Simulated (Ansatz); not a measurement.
**BF₃H₄OSi (built from SMILES FB(F)F.O[SiH3]): search for a transition state, part 1 of 2**

Is there a first-order saddle for this four-centre ligand exchange, which should form B1–O6, F2–H5 and break B1–F2, H5–O6, and which two structures does it connect?

Method: PBE0-D4, def2-SVP first, then def2-TZVP; program: Ansatz 0.2.0, Gaussian basis.

152 further runs of the same task are left out: 152 set aside as unsound or not needed.

**1. The system as given**

The guess: 10 atoms, charge 0, spin multiplicity 1.

Atoms are counted from 1 here; the program's logs count them from 0.

Bond lengths: B1–F3 1.321 Å, B1–F4 1.323 Å, B1–O6 1.433 Å, F2–H5 1.157 Å, H5–O6 1.267 Å, O6–Si7 1.651 Å, Si7–H8 1.460 Å, Si7–H9 1.460 Å, Si7–H10 1.459 Å. Angles: F3–B1–F4 116.7°, F3–B1–O6 117.6°, F4–B1–O6 117.7°, F2–H5–O6 125.8°, B1–O6–H5 78.9°, B1–O6–Si7 138.4°, H5–O6–Si7 141.2°, O6–Si7–H8 108.4°, O6–Si7–H9 98.5°, O6–Si7–H10 107.9°, H8–Si7–H9 113.8°, H8–Si7–H10 112.4°, H9–Si7–H10 114.5°.

Coordinates:

```
B     0.3115   -1.2888    0.2078
F     1.3785   -1.4570   -1.1480
F    -0.6323   -2.2000    0.0491
F     1.0631   -1.3933    1.2910
H     0.8838   -0.4113   -1.1574
O     0.0568    0.0261   -0.3025
Si   -0.6512    1.4306    0.2007
H     0.0535    1.9026    1.3886
H    -0.4039    2.2370   -0.9915
H    -2.0596    1.1541    0.4622
```

Distances that are to change: B1–O6 1.43 Å, F2–H5 1.16 Å, B1–F2 1.73 Å, H5–O6 1.27 Å.

**2. Relaxing the guess with the reacting distances held**

The input, hold/in.yaml:

```yaml
crystal:
  periodic: [false, false, false]
  atoms:
    - {symbol: B, position_ang: [0.311500, -1.288800, 0.207800]}
    - {symbol: F, position_ang: [1.378500, -1.457000, -1.148000]}
    - {symbol: F, position_ang: [-0.632300, -2.200000, 0.049100]}
    - {symbol: F, position_ang: [1.063100, -1.393300, 1.291000]}
    - {symbol: H, position_ang: [0.883800, -0.411300, -1.157400]}
    - {symbol: O, position_ang: [0.056800, 0.026100, -0.302500]}
    - {symbol: Si, position_ang: [-0.651200, 1.430600, 0.200700]}
    - {symbol: H, position_ang: [0.053500, 1.902600, 1.388600]}
    - {symbol: H, position_ang: [-0.403900, 2.237000, -0.991500]}
    - {symbol: H, position_ang: [-2.059600, 1.154100, 0.462200]}
basis:
  gaussian: {orbitals: def2-SVP}
hamiltonian: {xc: pbe0, dispersion: d4}
relax: {f_tol: 0.04, max_steps: 150, escape_saddle: false, constraints: [{distance: [0, 5]}, {distance: [1, 4]}, {distance: [0, 1]}, {distance: [4, 5]}]}
```

On the command line:

```sh
$ ansatz run in.yaml --threads 8 --pin off --events-out ev --progress --plain --max-ram 19148MiB
```

Log, shortened:

```text
Functional definition: PBE0
  name "PBE0"
  cite "Adamo & Barone, J. Chem. Phys. 110, 6158 (1999) doi:10.1063/1.478522"
  cite "Perdew, Burke & Ernzerhof, Phys. Rev. Lett. 77, 3865 (1996) doi:10.1103/PhysRevLett.77.3865"
  parent pbe
[...]
1112 factors; integrals over basis functions are off by at most 5.7e-4 eV
[...]
mean field -18796.47386691 eV, -690.7576739013 hartree, gradient 2.5e-5 eV, S^2 0.000000; 0 other end points of the search recorded, 0 dependent functions left out
[...]
reference -18796.47389244 eV, -690.7576748395 hartree; 29, 29 occupied and 79, 79 virtual orbitals, 1112 factors
relax step   1: F+E_penalty+E_count = -18796.62764457 eV  Δ(F+E_penalty+E_count) = +0.000e0 eV  max|allowed force component| = 7.938e-1 eV/Å  Δτ_max = 0.0000 Å  (26 SCF iters, accepted)
[...]
relax step   4: F+E_penalty+E_count = -18796.74493420 eV  Δ(F+E_penalty+E_count) = -4.011e-3 eV  max|allowed force component| = 7.203e-2 eV/Å  Δτ_max = 0.0581 Å  (29 SCF iters, accepted)
[...]
relax step   7: F+E_penalty+E_count = -18796.74944693 eV  Δ(F+E_penalty+E_count) = -1.207e-3 eV  max|allowed force component| = 1.837e-1 eV/Å  Δτ_max = 0.0758 Å  (29 SCF iters, accepted)
[...]
relax step  10: F+E_penalty+E_count = -18796.75851468 eV  Δ(F+E_penalty+E_count) = -6.156e-3 eV  max|allowed force component| = 3.053e-1 eV/Å  Δτ_max = 0.0283 Å  (30 SCF iters, accepted)
[...]
  distance F 1 - H 4 held at 1.156851 Å   reaction = +1.1143e0 eV/Å
  distance B 0 - F 1 held at 1.733486 Å   reaction = +4.7737e-1 eV/Å
  distance H 4 - O 5 held at 1.267321 Å   reaction = +2.6041e-2 eV/Å
1112 factors; integrals over basis functions are off by at most 4.0e-4 eV
mean field -18796.61225594 eV, -690.7627596045 hartree, gradient 1.9e-5 eV, S^2 0.000000; 1 other end points of the search recorded, 0 dependent functions left out
[...]
reference -18796.61228145 eV, -690.7627605418 hartree; 29, 29 occupied and 79, 79 virtual orbitals, 1112 factors
Total energy: -18796.76772250 eV, -690.7684728950 hartree
Atom 0 at     0.170714    -1.318808     0.110118 Å, force     0.539816    -0.870783     0.175245 eV/Å
Atom 1 at     1.645725    -1.385401    -0.798113 Å, force    -0.973370     0.953760     0.027060 eV/Å
Atom 2 at    -0.570554    -2.341634    -0.300789 Å, force     0.017384     0.010813     0.018859 eV/Å
Atom 3 at     0.494473    -1.251178     1.404963 Å, force    -0.008159    -0.001729    -0.024394 eV/Å
Atom 4 at     1.061657    -0.415196    -1.034483 Å, force     0.537167    -0.926064     0.238822 eV/Å
Atom 5 at    -0.049895    -0.060533    -0.539742 Å, force    -0.118239     0.846034    -0.429591 eV/Å
Atom 6 at    -0.580388     1.405197     0.163049 Å, force     0.007215    -0.000227     0.000323 eV/Å
Atom 7 at     0.489947     1.948149     1.042458 Å, force    -0.016349    -0.007343    -0.010489 eV/Å
Atom 8 at    -0.845425     2.319753    -0.976804 Å, force     0.000818    -0.007951     0.010403 eV/Å
Atom 9 at    -1.816055     1.099651     0.929343 Å, force     0.013717     0.003489    -0.006239 eV/Å
Dipole moment:    -0.161664     0.794222    -0.095121 e Å
```

It took 7.5 s on 8 threads of AMD EPYC 9R45, shared host.

Step by step:

```tsv
step	energy from step 1 (eV)	largest force component (eV/Å)
1	0.0000	0.7938
2	-0.1028	0.5829
3	-0.1133	0.2231
4	-0.1173	0.0720
5	-0.1164	0.3301
6	-0.1206	0.0797
7	-0.1218	0.1837
8	-0.1238	0.1939
9	-0.1247	0.5066
10	-0.1309	0.3053
11	-0.1369	0.0623
12	-0.1390	0.0506
13	-0.1397	0.0573
14	-0.1401	0.0244
```

Distances of close pairs at the start and the end, largest changes first:

```tsv
bond	before (Å)	after (Å)	change (Å)
O6–Si7	1.651	1.710	+0.058
Si7–H8	1.460	1.488	+0.028
Si7–H10	1.459	1.486	+0.027
Si7–H9	1.460	1.485	+0.025
B1–F4	1.323	1.336	+0.014
B1–F3	1.321	1.328	+0.007
F2–H5	1.157	1.157	+0.000
H5–O6	1.267	1.267	+0.000
```

**3. A starting Hessian**

The input, hessian/in.yaml:

```yaml
crystal:
  periodic: [false, false, false]
  atoms:
    - {symbol: B, position_ang: [0.170714, -1.318808, 0.110118]}
    - {symbol: F, position_ang: [1.645725, -1.385401, -0.798113]}
    - {symbol: F, position_ang: [-0.570554, -2.341634, -0.300789]}
    - {symbol: F, position_ang: [0.494473, -1.251178, 1.404963]}
    - {symbol: H, position_ang: [1.061657, -0.415196, -1.034483]}
    - {symbol: O, position_ang: [-0.049895, -0.060533, -0.539742]}
    - {symbol: Si, position_ang: [-0.580388, 1.405197, 0.163049]}
    - {symbol: H, position_ang: [0.489947, 1.948149, 1.042458]}
    - {symbol: H, position_ang: [-0.845425, 2.319753, -0.976804]}
    - {symbol: H, position_ang: [-1.816055, 1.099651, 0.929343]}
basis:
  gaussian: {orbitals: def2-SVP}
hamiltonian: {xc: pbe0, dispersion: d4}
phonons: {}
scf: {lower_state_search: off}
```

On the command line:

```sh
$ ansatz run in.yaml --threads 8 --pin off --events-out ev --progress --plain --max-ram 19148MiB
```

Log, shortened:

```text
[... 5 set-up lines as earlier in the session ...]
[...]
1118 factors; integrals over basis functions are off by at most 3.5e-4 eV
[...]
mean field -18796.61223369 eV, -690.7627587866 hartree, gradient 3.8e-6 eV, S^2 0.000000; 0 other end points of the search recorded, 0 dependent functions left out
[...]
reference -18796.61225896 eV, -690.7627597152 hartree; 29, 29 occupied and 79, 79 virtual orbitals, 1118 factors
[... from here to the last solve, the lines of the solves are left out (59 solves) ...]
1118 factors; integrals over basis functions are off by at most 3.5e-4 eV
mean field -18796.61222928 eV, -690.7627586247 hartree, gradient 1.0e-5 eV, S^2 0.000000; 0 other end points of the search recorded, 0 dependent functions left out
[...]
WARN: phonons: modes at or below zero, which the zero-point energy, F, S and C_V leave out: 1, the lowest at -1101.59 cm⁻¹. A minimum has none, and a first-order saddle one
[...]
Atom 3 at     0.494473    -1.251178     1.404963 Å, force    -0.008354    -0.001527    -0.024424 eV/Å
Atom 4 at     1.061657    -0.415196    -1.034483 Å, force     0.537341    -0.926134     0.238746 eV/Å
Atom 5 at    -0.049895    -0.060533    -0.539742 Å, force    -0.118584     0.846226    -0.429560 eV/Å
Atom 6 at    -0.580388     1.405197     0.163049 Å, force     0.007084    -0.000106     0.000414 eV/Å
Atom 7 at     0.489947     1.948149     1.042458 Å, force    -0.016137    -0.007562    -0.010647 eV/Å
Atom 8 at    -0.845425     2.319753    -0.976804 Å, force     0.000794    -0.007962     0.010404 eV/Å
Atom 9 at    -1.816055     1.099651     0.929343 Å, force     0.013726     0.003476    -0.006198 eV/Å
Dipole moment:    -0.161667     0.794220    -0.095123 e Å
Vibrations: -1101.59 78.23 110.55 127.93 265.40 340.68 409.13 478.72 551.29 652.34 713.78 774.38 886.64 939.48 951.60 986.08 1017.94 1093.76 1307.50 1427.15 1964.47 2270.96 2285.72 2293.19 cm⁻¹, zero-point energy 1.359295 eV
Checks for a lower state left out: stability, starts, cluster_reference, orbital_swaps, neighbouring_geometries, increment
```

It took 17 s on 8 threads of AMD EPYC 9R45, shared host.

The structure is not stationary yet, so these wavenumbers are no spectrum; the search needs only the force constants.

**4. Saddle search in the small basis**

The search itself is an outer loop (partitioned rational-function steps, Bofill update of the Hessian). Each step is one single-point run with forces. It stops when the largest force is under 0.04 eV/Å and the followed curvature is negative. The first step's input:

The input, presaddle/in.yaml:

```yaml
crystal:
  periodic: [false, false, false]
  atoms:
    - {symbol: B, position_ang: [0.170714, -1.318808, 0.110118]}
    - {symbol: F, position_ang: [1.645725, -1.385401, -0.798113]}
    - {symbol: F, position_ang: [-0.570554, -2.341634, -0.300789]}
    - {symbol: F, position_ang: [0.494473, -1.251178, 1.404963]}
    - {symbol: H, position_ang: [1.061657, -0.415196, -1.034483]}
    - {symbol: O, position_ang: [-0.049895, -0.060533, -0.539742]}
    - {symbol: Si, position_ang: [-0.580388, 1.405197, 0.163049]}
    - {symbol: H, position_ang: [0.489947, 1.948149, 1.042458]}
    - {symbol: H, position_ang: [-0.845425, 2.319753, -0.976804]}
    - {symbol: H, position_ang: [-1.816055, 1.099651, 0.929343]}
basis:
  gaussian: {orbitals: def2-SVP}
hamiltonian: {xc: pbe0, dispersion: d4}
output: {forces: true}
scf: {lower_state_search: off}
```

On the command line:

```sh
$ ansatz run in.yaml --threads 8 --pin off --events-out ev --progress --plain --max-ram 19148MiB
```

The driver's record:

```tsv
step	energy (eV)	largest force (eV/Å)	followed curvature (eV/Å²)
1	-18796.76767	0.9733	-11.63
2	-18796.83904	0.2671	-11.58
3	-18796.84295	0.0580	-11.59
4	-18796.84327	0.0299	-11.60
```

The 4 steps took 1.4 s in all (8 threads of AMD EPYC 9R45, shared host).

**5. Saddle search in triple zeta**

A small driver takes partitioned rational-function steps: uphill along one mode, downhill along the rest. It calls the program once a step for energy and forces and updates the Hessian by Bofill's formula. It stops when the largest force is under 0.01 eV/Å and the followed curvature is negative. The first step's input:

The input, saddle/in.yaml:

```yaml
crystal:
  periodic: [false, false, false]
  atoms:
    - {symbol: B, position_ang: [0.219605, -1.340362, 0.101837]}
    - {symbol: F, position_ang: [1.574787, -1.400063, -0.788281]}
    - {symbol: F, position_ang: [-0.572374, -2.343018, -0.269596]}
    - {symbol: F, position_ang: [0.550789, -1.246589, 1.394760]}
    - {symbol: H, position_ang: [1.057381, -0.439288, -1.038309]}
    - {symbol: O, position_ang: [-0.040862, -0.034489, -0.560450]}
    - {symbol: Si, position_ang: [-0.583961, 1.410038, 0.156818]}
    - {symbol: H, position_ang: [0.458545, 1.943317, 1.075154]}
    - {symbol: H, position_ang: [-0.826941, 2.355465, -0.962867]}
    - {symbol: H, position_ang: [-1.836769, 1.094989, 0.890935]}
basis:
  gaussian: {orbitals: def2-TZVP}
hamiltonian: {xc: pbe0, dispersion: d4}
output: {forces: true}
scf: {lower_state_search: off}
```

On the command line:

```sh
$ ansatz run in.yaml --threads 8 --pin off --events-out ev --progress --plain --max-ram 19148MiB
```

The driver's record:

```tsv
step	energy (eV)	largest force (eV/Å)	followed curvature (eV/Å²)
1	-18812.79731	0.5223	-11.60
2	-18812.80968	0.0477	-11.63
3	-18812.80981	0.0131	-11.56
4	-18812.80986	0.0171	-11.55
5	-18812.80991	0.0065	-11.55
```

The 5 steps took 3.9 s in all (8 threads of AMD EPYC 9R45, shared host).

Geometry at the end of the search:

```xyz
10

B     0.2114   -1.3521    0.1032
F     1.5835   -1.3668   -0.7770
F    -0.5604   -2.3523   -0.3081
F     0.5328   -1.2986    1.3995
H     1.0459   -0.4068   -0.9983
O    -0.0608   -0.0328   -0.5324
Si   -0.5791    1.4083    0.1504
H     0.4782    1.9557    1.0312
H    -0.8385    2.3238   -0.9819
H    -1.8128    1.1215    0.9135
```

Followed mode, largest move set to 1: H5 (0.74, -0.67, -0.13); B1 (-0.51, 0.28, 0.17); F2 (0.17, 0.36, -0.37); O6 (-0.31, -0.01, 0.21).

**6. Vibrations at the point found**

The input, vib/in.yaml:

```yaml
crystal:
  periodic: [false, false, false]
  atoms:
    - {symbol: B, position_ang: [0.211406, -1.352051, 0.103237]}
    - {symbol: F, position_ang: [1.583494, -1.366793, -0.776965]}
    - {symbol: F, position_ang: [-0.560412, -2.352294, -0.308143]}
    - {symbol: F, position_ang: [0.532844, -1.298637, 1.399500]}
    - {symbol: H, position_ang: [1.045932, -0.406793, -0.998305]}
    - {symbol: O, position_ang: [-0.060791, -0.032774, -0.532449]}
    - {symbol: Si, position_ang: [-0.579081, 1.408327, 0.150369]}
    - {symbol: H, position_ang: [0.478160, 1.955736, 1.031165]}
    - {symbol: H, position_ang: [-0.838535, 2.323819, -0.981868]}
    - {symbol: H, position_ang: [-1.812816, 1.121459, 0.913459]}
basis:
  gaussian: {orbitals: def2-TZVP}
hamiltonian: {xc: pbe0, dispersion: d4}
phonons: {temperatures: {t_min: 298.15, t_max: 900, t_step: 200}}
```

On the command line:

```sh
$ ansatz run in.yaml --threads 8 --pin off --events-out ev --progress --plain --max-ram 19148MiB
```

Log, shortened:

```text
[... 5 set-up lines as earlier in the session ...]
[...]
1232 factors; their error is unknown
[...]
mean field -18812.65442541 eV, -691.3522984587 hartree, gradient 7.7e-5 eV, S^2 0.000000; 0 other end points of the search recorded, 0 dependent functions left out
[...]
reference -18812.65445956 eV, -691.3522997135 hartree; 29, 29 occupied and 187, 187 virtual orbitals, 1232 factors
[... from here to the last solve, the lines of the solves are left out (59 solves) ...]
1232 factors; their error is unknown
[...]
mean field -18812.65440420 eV, -691.3522976792 hartree, gradient 2.3e-6 eV, S^2 0.000000; 0 other end points of the search recorded, 0 dependent functions left out
[...]
WARN: phonons: modes at or below zero, which the zero-point energy, F, S and C_V leave out: 1, the lowest at -1003.88 cm⁻¹. A minimum has none, and a first-order saddle one
[...]
Atom 2 at    -0.560412    -2.352294    -0.308143 Å, force     0.001547     0.001081    -0.000239 eV/Å
Atom 3 at     0.532844    -1.298637     1.399500 Å, force    -0.000345    -0.000577    -0.000446 eV/Å
Atom 4 at     1.045932    -0.406793    -0.998305 Å, force     0.000665    -0.000725    -0.000327 eV/Å
Atom 5 at    -0.060791    -0.032774    -0.532449 Å, force    -0.001975     0.006520    -0.003300 eV/Å
Atom 6 at    -0.579081     1.408327     0.150369 Å, force    -0.000314     0.000889     0.000183 eV/Å
Atom 7 at     0.478160     1.955736     1.031165 Å, force    -0.000472    -0.000014    -0.000988 eV/Å
Atom 8 at    -0.838535     2.323819    -0.981868 Å, force    -0.000447    -0.000654     0.000918 eV/Å
Atom 9 at    -1.812816     1.121459     0.913459 Å, force     0.000859     0.000114     0.000538 eV/Å
Dipole moment:    -0.051853     0.671608    -0.140882 e Å
Vibrations: -1003.88 58.17 77.75 119.03 273.18 365.50 401.22 461.24 573.85 645.94 713.54 763.87 908.83 945.22 956.19 979.38 1023.12 1035.04 1208.76 1400.19 2061.15 2256.77 2268.70 2276.08 cm⁻¹, zero-point energy 1.349736 eV
```

It took 37 s on 8 threads of AMD EPYC 9R45, shared host; peak memory 0.62 GiB.

Wavenumbers and character of the modes:

```tsv
mode	wavenumber (cm⁻¹)	character
1	1004i	changes F2–H5, H5–O6
2	58	torsion
3	78	torsion
4	119	bend with torsion
5	273	torsion with bend
6	366	bend with torsion
7	401	bend with torsion
8	461	bend
9	574	bend with Si–O stretch
10	646	bend with torsion
11	714	bend
12	764	bend
13	909	bend
14	945	bend with torsion
15	956	bend with torsion
16	979	torsion with bend
17	1023	torsion with bend
18	1035	mixed, led by Si–O stretch
19	1209	B–F and B–O stretch
20	1400	B–F stretch
21	2061	bend with F–H stretch
22	2257	Si–H stretch
23	2269	Si–H stretch
24	2276	Si–H stretch
```

Vibrational sums (real modes only):

```tsv
T (K)	entropy (J/mol/K)	heat capacity (J/mol/K)
298	75.6	76.4
498	124.5	114.2
698	167.1	137.7
898	203.7	152.7
```

(Continued in part 2 of 2.)
